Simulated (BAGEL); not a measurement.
# One shape, several levels: GaHClF (SMILES [F][GaH][Cl])

We compute a comparison of 4 runs (B3LYP/6-31G*, B3LYP/aug-cc-pVDZ, PBE0/aug-cc-pVDZ, RI-MP2/aug-cc-pVDZ) of GaHClF. 

The calculation is run with BAGEL 1.2.2.

6 further runs of the same task are left out: 3 that didn't finish, 3 set aside as unsound or not needed.

### Step 1. The molecule

GaHClF has 4 atoms, charge 0, and is taken as a singlet. As SMILES, `[F][GaH][Cl]`. The shape is that of a PBE0-D4/def2-TZVP optimisation.

Bond lengths: F1–Ga2 1.744 Å, Ga2–Cl3 2.122 Å, Ga2–H4 1.541 Å. Angles: F1–Ga2–Cl3 113.4°, F1–Ga2–H4 120.8°, Cl3–Ga2–H4 125.8°.

### Step 2. A single-point energy at B3LYP/6-31G(d) (density fitting with qzvpp-jkfit, spherical functions) (run 1)

Contents of input.json:

```json
{ "bagel" : [

{
  "title" : "molecule",
  "basis" : "6-31gs.json",
  "df_basis" : "qzvpp-jkfit",
  "angstrom" : true,
  "geometry" : [
    { "atom" : "F", "xyz" : [      -1.686800,       0.040400,       0.266300 ] },
    { "atom" : "Ga", "xyz" : [       0.024200,       0.133600,      -0.059000 ] },
    { "atom" : "Cl", "xyz" : [       1.066200,      -1.658900,       0.391700 ] },
    { "atom" : "H", "xyz" : [       0.652000,       1.424600,      -0.619400 ] }
  ]
},

{ "title" : "ks", "xc_func" : "b3lyp", "charge" : 0 },

{ "title" : "print", "file" : "orbitals.molden", "orbitals" : true }

]}
```

The basis set 6-31G* is read from a file made from the Basis Set Exchange's data (not shown).

Run with:

```bash
$ BAGEL_NUM_THREADS=1 BAGEL input.json > input.out
```

The program printed:

```text
* using 1 threads per process

  ===============================================================
  ===============================================================

  *** Geometry ***

  { "atom" : "F", "xyz" : [     -3.187590,      0.076345,      0.503234 ] },
  { "atom" : "Ga", "xyz" : [      0.045731,      0.252467,     -0.111494 ] },
  { "atom" : "Cl", "xyz" : [      2.014826,     -3.134867,      0.740206 ] },
  { "atom" : "H", "xyz" : [      1.232101,      2.692104,     -1.170496 ] },

  Number of auxiliary basis functions:      489

  Since a DF basis is specified, we compute 2- and 3-index integrals:
    o Being stored without compression. Storage requirement is 0.017 GB

  Number of basis functions:       66
  Number of electrons      :       58

    * METHOD: MOLECULE                             0.23

  *** Kohn-Sham DFT ***

    * Removing 5600 points whose weight is below 1.00e-10
    * Grid points: 54024

  === Nuclear Repulsion ===
   256.1526215114

       - DIIS with orbital gradients will be used.

  === KS iteration (b3lyp / 6-31gs.json) ===
      0      -2412.28655685          0.14024712           0.21
      1      -2233.86466182          0.23954620           0.19
      2      -2397.49778939          0.12715475           0.17
      3      -2414.38375639          0.19087973           0.17
      4      -2480.61302934          0.07918836           0.17
      5      -2426.91834769          0.16986838           0.17
      6      -2430.07145772          0.19889880           0.17
      7      -2445.99138582          0.27511067           0.17
      8      -2462.16116434          0.17870743           0.17
      9      -2483.39918686          0.07247384           0.17
     10      -2483.75448622          0.07673490           0.17
     11      -2485.12603776          0.02841507           0.17
     12      -2484.96965315          0.02703454           0.17
     13      -2485.34085683          0.00204885           0.17
     14      -2485.34277204          0.00063778           0.17
     15      -2485.34294189          0.00011711           0.17
     16      -2485.34294705          0.00001541           0.17
     17      -2485.34294710          0.00001342           0.17
     18      -2485.34294714          0.00000295           0.17
     19      -2485.34294715          0.00000074           0.17
     20      -2485.34294715          0.00000042           0.17
     21      -2485.34294715          0.00000010           0.17
     22      -2485.34294715          0.00000001           0.17
     23      -2485.34294715          0.00000000           0.17
    * SCF iteration converged.

    * Permanent dipole moment:
           (   -0.435730,    -0.628264,     0.294910) a.u.

    * METHOD: KS                                   4.37

    * METHOD: PRINT                                0.01

  ===============================================================
```

Run time: 4.8 s. Hardware: 1 thread of Intel Xeon Platinum 8488C (Sapphire Rapids), shared host; peak memory 0.23 GiB.

### Step 3. The energy at B3LYP/aug-cc-pVDZ (density fitting with qzvpp-jkfit) (run 2)

Contents of input.json:

```json
{ "bagel" : [

{
  "title" : "molecule",
  "basis" : "aug-cc-pvdz.json",
  "df_basis" : "qzvpp-jkfit",
  "angstrom" : "true",
  "geometry" : [
    { "atom" : "F", "xyz" : [   -1.686800,    0.040400,    0.266300 ] },
    { "atom" : "Ga", "xyz" : [    0.024200,    0.133600,   -0.059000 ] },
    { "atom" : "Cl", "xyz" : [    1.066200,   -1.658900,    0.391700 ] },
    { "atom" : "H", "xyz" : [    0.652000,    1.424600,   -0.619400 ] }
  ]
},
{ "title" : "ks", "xc_func" : "b3lyp" },
{ "title" : "print", "file" : "orbitals.molden", "orbitals" : "true" }

]}
```

The basis set aug-cc-pVDZ is read from a file made from the Basis Set Exchange's data (not shown).

Run with:

```bash
$ BAGEL_NUM_THREADS=1 BAGEL input.json > input.out
```

The program printed:

```text
* using 1 threads per process

  ===============================================================
  ===============================================================

  *** Geometry ***

  { "atom" : "F", "xyz" : [     -3.187590,      0.076345,      0.503234 ] },
  { "atom" : "Ga", "xyz" : [      0.045731,      0.252467,     -0.111494 ] },
  { "atom" : "Cl", "xyz" : [      2.014826,     -3.134867,      0.740206 ] },
  { "atom" : "H", "xyz" : [      1.232101,      2.692104,     -1.170496 ] },

  Number of auxiliary basis functions:      489

  Since a DF basis is specified, we compute 2- and 3-index integrals:
    o Being stored without compression. Storage requirement is 0.035 GB

  Number of basis functions:       95
  Number of electrons      :       58

    * METHOD: MOLECULE                             0.26

  *** Kohn-Sham DFT ***

    * Removing 5600 points whose weight is below 1.00e-10
    * Grid points: 54024

  === Nuclear Repulsion ===
   256.1526215114

       - DIIS with orbital gradients will be used.

  === KS iteration (b3lyp / aug-cc-pvdz.json) ===
      0      -2468.63829212          0.10293207           0.30
      1      -2401.40674351          0.21855777           0.28
      2      -2464.70191984          0.09764504           0.28
      3      -2434.58793638          0.12590217           0.28
      4      -2478.14010285          0.08273248           0.28
      5      -2485.06466141          0.02446392           0.28
      6      -2483.01778300          0.07942313           0.28
      7      -2485.07338751          0.03416432           0.28
      8      -2485.55253466          0.01269301           0.28
      9      -2485.63933376          0.00172653           0.28
     10      -2485.64106416          0.00055829           0.28
     11      -2485.64127121          0.00014868           0.28
     12      -2485.64128665          0.00002267           0.28
     13      -2485.64128706          0.00000420           0.29
     14      -2485.64128707          0.00000113           0.30
     15      -2485.64128707          0.00000042           0.29
     16      -2485.64128707          0.00000010           0.28
     17      -2485.64128707          0.00000005           0.28
     18      -2485.64128707          0.00000002           0.28
     19      -2485.64128707          0.00000000           0.28
    * SCF iteration converged.

    * Permanent dipole moment:
           (   -0.547168,    -0.600943,     0.304382) a.u.

    * METHOD: KS                                   5.97

    * METHOD: PRINT                                0.01

  ===============================================================
```

Run time: 6.6 s. Hardware: 1 thread of Intel Xeon Platinum 8488C (Sapphire Rapids), shared host; peak memory 0.29 GiB.

Run 3 isn't shown in full; the table further down has it.

### Step 4. A single-point energy at RI-MP2/aug-cc-pVDZ (density fitting with qzvpp-jkfit) (run 4)

Contents of job.json:

```json
{ "bagel": [

{
  "title": "molecule",
  "basis": "aug-cc-pvdz.json",
  "df_basis": "qzvpp-jkfit",
  "angstrom": true,
  "geometry": [
    { "atom": "F", "xyz": [      -1.686800,       0.040400,       0.266300 ] },
    { "atom": "Ga", "xyz": [       0.024200,       0.133600,      -0.059000 ] },
    { "atom": "Cl", "xyz": [       1.066200,      -1.658900,       0.391700 ] },
    { "atom": "H", "xyz": [       0.652000,       1.424600,      -0.619400 ] }
  ]
},

{ "title": "hf" },

{ "title": "mp2", "ncore": 15 }

]}
```

The basis set aug-cc-pVDZ is read from a file made from the Basis Set Exchange's data (not shown).

Run with:

```bash
$ BAGEL_NUM_THREADS=1 BAGEL job.json > job.out
```

The program printed:

```text
* using 1 threads per process

  ===============================================================
  ===============================================================

  *** Geometry ***

  { "atom" : "F", "xyz" : [     -3.187590,      0.076345,      0.503234 ] },
  { "atom" : "Ga", "xyz" : [      0.045731,      0.252467,     -0.111494 ] },
  { "atom" : "Cl", "xyz" : [      2.014826,     -3.134867,      0.740206 ] },
  { "atom" : "H", "xyz" : [      1.232101,      2.692104,     -1.170496 ] },

  Number of auxiliary basis functions:      489

  Since a DF basis is specified, we compute 2- and 3-index integrals:
    o Being stored without compression. Storage requirement is 0.035 GB

  Number of basis functions:       95
  Number of electrons      :       58

    * METHOD: MOLECULE                             0.26

  *** RHF ***

  === Nuclear Repulsion ===
   256.1526215114

      * DIIS with orbital gradients will be used.

  === RHF iteration (aug-cc-pvdz.json) ===
      0      -2482.58317594          0.01674296           0.09
      1      -2482.73482444          0.01391294           0.09
      2      -2482.85626848          0.00158726           0.09
      3      -2482.85816708          0.00044495           0.09
      4      -2482.85840463          0.00009169           0.09
      5      -2482.85841324          0.00002916           0.09
      6      -2482.85841421          0.00001180           0.09
      7      -2482.85841441          0.00000347           0.09
      8      -2482.85841442          0.00000148           0.09
      9      -2482.85841442          0.00000028           0.09
     10      -2482.85841442          0.00000010           0.09
     11      -2482.85841442          0.00000004           0.09
     12      -2482.85841442          0.00000001           0.09
     13      -2482.85841442          0.00000000           0.09
    * SCF iteration converged.

    * Permanent dipole moment:
           (   -0.578945,    -0.658414,     0.329960) a.u.

    * METHOD: HF                                   1.47

  *** RHF ***

  === Nuclear Repulsion ===
   256.1526215114

      * DIIS with orbital gradients will be used.

  === RHF iteration (aug-cc-pvdz.json) ===
      0      -2482.85841442          0.00000000           0.09
    * SCF iteration converged.

    * Permanent dipole moment:
           (   -0.578944,    -0.658414,     0.329960) a.u.

  === DF-MP2 calculation ===

    * freezing 15 orbitals
    * 3-index integral transformation done
    * assembly done

      MP2 correlation energy:   -0.4420685480      0.05

      MP2 total energy:       -2483.3004829715

    * METHOD: MP2                                  0.23

  ===============================================================
```

It took 2.2 s on 1 thread of Intel Xeon Platinum 8488C (Sapphire Rapids), shared host; peak memory 0.14 GiB.

### Step 5. All runs side by side

```
run                                                                 level  frozen core orbitals   energy (Eh)  dipole moment (D)  HOMO energy (eV)  LUMO energy (eV)  wall time
  1  B3LYP/6-31G* (density fitting with qzvpp-jkfit, spherical functions)                     –  -2485.342947               2.08             -8.98             -1.76      4.8 s
  2                  B3LYP/aug-cc-pVDZ (density fitting with qzvpp-jkfit)                     –  -2485.641287               2.21             -9.14             -1.95      6.6 s
  3                   PBE0/aug-cc-pVDZ (density fitting with qzvpp-jkfit)                     –  -2485.077432               2.21             -9.42             -1.66      5.7 s
  4                 RI-MP2/aug-cc-pVDZ (density fitting with qzvpp-jkfit)                    15  -2483.300483                  –                 –                 –      2.2 s
```

### Step 6. Outcome

| quantity | value |
| --- | --- |
| run 4: total energy | -2483.30048 Eh |
| run 4: correlation energy (15 core orbitals frozen) | -442.1 mEh |

**Reading.** Over runs 1, 2, 3 the dipole moment (its size) runs from 2.08 D (B3LYP/6-31G*) to 2.21 D (PBE0/aug-cc-pVDZ). The two ends differ in method and basis. Over runs 1, 2, 3 the HOMO–LUMO gap runs from 7.19 eV (B3LYP/aug-cc-pVDZ) to 7.76 eV (PBE0/aug-cc-pVDZ). Totals of different functionals can't be ranked against each other. All runs together took 19 s, the longest 6.6 s.
